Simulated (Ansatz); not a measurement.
Crystal: PPt.

```
CELL_PARAMETERS angstrom
3.74303 0.00000 0.00000
-1.87151 3.24156 0.00000
0.00000 0.00000 6.35374
ATOMIC_POSITIONS crystal
Pt 0.33333 0.66667 0.37190
Pt 0.66667 0.33333 0.87190
P 0.33333 0.66667 0.00310
P 0.66667 0.33333 0.50310
```

The cell comes from a database or a generator and needn't be the stable form of this composition.

| Quantity | Value |
| --- | --- |
| Program | Ansatz 0.2.0 |
| Task | relaxation of cell and atoms |
| Functional | PBE |
| Potentials or basis | Ansatz PAW |
| Cutoff | 420 eV (not typed: the program's choice for these potentials) |
| k mesh | 8 × 8 × 4 |
| Occupations | fermi-dirac, width 0.05 eV |
| Spin | no spin polarisation |

At the start: volume 19.27 Å³/atom.

Question: Where does the relaxation end?

Answer: It ends after 7 steps and the volume is 19.17 Å³/atom (-0.5 %); space group P6_3mc (No. 186, to 0.05 Å).

The path:
```
step  energy change (eV)  largest force (eV/Å)  volume (Å³)
   1              0.0000                0.1353        77.09
   2             -0.0064                0.0499        77.07
   3             -0.0118                0.1424        76.78
   4             -0.0124                0.0923        76.62
   5             -0.0138                0.0005        76.62
   6             -0.0138                0.0006        76.70
   7             -0.0138                0.0001        76.70
```

Final structure:
```
CELL_PARAMETERS angstrom
3.67836 0.00000 0.00000
-1.83918 3.18556 0.00000
0.00000 0.00000 6.54557
ATOMIC_POSITIONS crystal
Pt 0.33333 0.66667 0.36734
Pt 0.66667 0.33333 0.86734
P 0.33333 0.66667 0.00766
P 0.66667 0.33333 0.50766
```

Caveat: the plane-wave basis is chosen anew once the cell has moved, so the energies of steps on either side of that aren't comparable.
